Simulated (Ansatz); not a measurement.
Predict the output of the script below (Ansatz 0.2.0, Python API).

Contents of `POSCAR`:
```text
BaTi2As2O
1.0
   4.06497100    0.00000000    0.00000000
   0.00000000    4.06497100    0.00000000
   0.00000000    0.00000000    7.36739300
Ba Ti As O
1 2 2 1
Direct
   0.50000000    0.50000000    0.50000000
   0.00000000    0.50000000    0.00000000
   0.50000000    0.00000000    0.00000000
   0.00000000    0.00000000    0.24300500
   0.00000000    0.00000000    0.75699500
   0.50000000    0.50000000    0.00000000
```

`terms_bati2as2o.py`
```python
'''Taking single terms out of the free energy of BaTi2As2O.'''

import ansatz as az
from ase.io import read

atoms = read('POSCAR', format='vasp')
cell = az.Crystal.from_ase(atoms)

model = (
    cell.calculation()
    .kpoints(spacing=0.29)  # sampling of the Brillouin zone
    .occupations('cold', width=0.15)
    .scf(tolerance=1e-10)
)
with_term = model.functional('pbesol', dispersion='d3bj').basis(380).cutoff_correction(630).run(threads=1).report
without = model.functional('pbesol').basis(380).run(threads=1).report
finer = model.functional('pbesol').basis(630).run(threads=1).report
removed = az.free_energy_without(with_term, az.EnergyTerm.DISPERSION)
print(f'dispersion term            {with_term["components"]["e_disp"]:.5f} eV')
print(f'F less dispersion          {removed:.5f} eV, run without it {without["free_energy_ev"]:.5f} eV')
print(f'F less smearing term       {az.free_energy_without(without, az.EnergyTerm.SMEARING):.5f} eV')
print(f'estimated gain to 630 eV   {with_term["cutoff_correction"]["energy_ev"]:.5f} eV, found {finer["free_energy_ev"] - without["free_energy_ev"]:.5f} eV')
```

```console
$ python terms_bati2as2o.py
DeckWarning: basis.ecutwfc = 380 eV is below the records' recommended 420 eV, and the density's cutoff is lower with it unless basis.ecutrho_ratio is high enough to keep the records' density cutoff: compare with a run at a higher cutoff
dispersion term            -2.32270 eV
F less dispersion          -21004.60523 eV, run without it -21004.60523 eV
F less smearing term       -21004.61636 eV
estimated gain to 630 eV   -0.04112 eV, found -0.04114 eV
```
(Warnings from the package without file and line.)

Reading the output:
- Absolute energies stand on the zero of these potentials, so only differences at equal settings mean something. A total without «per atom» is that of the whole cell that was run.
- The cutoff lies under the one recommended for these potentials in some of the runs.
- No spin polarisation was allowed.
- Dispersion corrections can be off by several per cent in the lattices of metals, and by several GPa in the pressure at a fixed cell.
- The mesh is modest for a metal, so energies can be off by several to tens of meV an atom and pressures by half a GPa or more; differences at equal mesh fare better.
- The structure comes from a database of computed cells and needn't be a stable or known phase.
- It ran for 41 s on 1 thread of Arm Neoverse N1, on a shared host, peak memory 0.66 GiB.
